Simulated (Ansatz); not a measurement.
**CH5AsO (SMILES OC[AsH2]): single points off equilibrium**

One table from this session's results is given with a row withheld; the runs are named, their logs left out.

Program: Ansatz 0.2.0, Gaussian basis. Level of theory: single points in def2-TZVPP. These are calculated values, not measurements.

Correlated methods freeze the cores. Filled d shells of the heavier atoms are correlated. B3LYP uses VWN-RPA correlation.

### The starting structure

8 atoms, charge 0, spin multiplicity 1.

Atoms are counted from 1 here; the program's logs count them from 0.

Bond lengths: O1–C2 1.328 Å, O1–H4 1.094 Å, C2–As3 1.865 Å, C2–H5 1.172 Å, C2–H6 1.158 Å, As3–H7 1.574 Å, As3–H8 1.604 Å. Angles: C2–O1–H4 114.3°, O1–C2–As3 112.0°, O1–C2–H5 113.6°, O1–C2–H6 104.6°, As3–C2–H5 111.0°, As3–C2–H6 109.8°, H5–C2–H6 105.4°, C2–As3–H7 100.6°, C2–As3–H8 99.8°, H7–As3–H8 85.1°.

Coordinates:

```xyz
8

O    -1.34020    0.75360   -0.43690
C    -0.14600    0.63220    0.13060
As    0.91520   -0.63300   -0.73710
H    -1.96360   -0.14220   -0.36800
H    -0.19380    0.42160    1.28300
H     0.33290    1.68140    0.02890
H     0.34160   -1.96220   -0.12000
H     2.08520   -0.79650    0.34720
```

The first run:

File run/in.yaml:

```yaml
crystal:
  periodic: [false, false, false]
  atoms:
    - {symbol: O, position_ang: [-1.340200, 0.753600, -0.436900]}
    - {symbol: C, position_ang: [-0.146000, 0.632200, 0.130600]}
    - {symbol: As, position_ang: [0.915200, -0.633000, -0.737100]}
    - {symbol: H, position_ang: [-1.963600, -0.142200, -0.368000]}
    - {symbol: H, position_ang: [-0.193800, 0.421600, 1.283000]}
    - {symbol: H, position_ang: [0.332900, 1.681400, 0.028900]}
    - {symbol: H, position_ang: [0.341600, -1.962200, -0.120000]}
    - {symbol: H, position_ang: [2.085200, -0.796500, 0.347200]}
basis:
  gaussian: {orbitals: def2-TZVPP}
correlation: {method: ccsd_t}
output: {forces: true}
```

No record of the launch command was kept for these runs.

Among the steps run: CCSD(T)/def2-TZVPP; PBE0-D4/def2-TZVPP; wB97M-V/def2-TZVPP; r2SCAN-D4/def2-TZVPP; PBE-D4/def2-TZVPP; B3LYP-D4/def2-TZVPP; HSE06-D4/def2-TZVPP.

One of the session's tables, all rows but one given; the rest of the session is left out.

```
   method  RMS force component (eV/Å)  angle to CCSD(T) forces (°)  dipole (D)
  CCSD(T)                       2.234                    reference        1.42
  PBE0-D4                       2.130                          4.0        1.45
  wB97M-V                       2.205                          1.9        1.37
r2SCAN-D4                       2.118                          2.3        1.45
   PBE-D4                           ?                            ?           ?
 B3LYP-D4                       2.159                          3.1        1.34
 HSE06-D4                       2.127                          4.0        1.45
```

Estimate the missing values for PBE-D4.

The run gave: RMS force component (eV/Å): 2.037; angle to CCSD(T) forces (°): 4.7; dipole (D): 1.37. In the column «RMS force component (eV/Å)» it is the lowest.
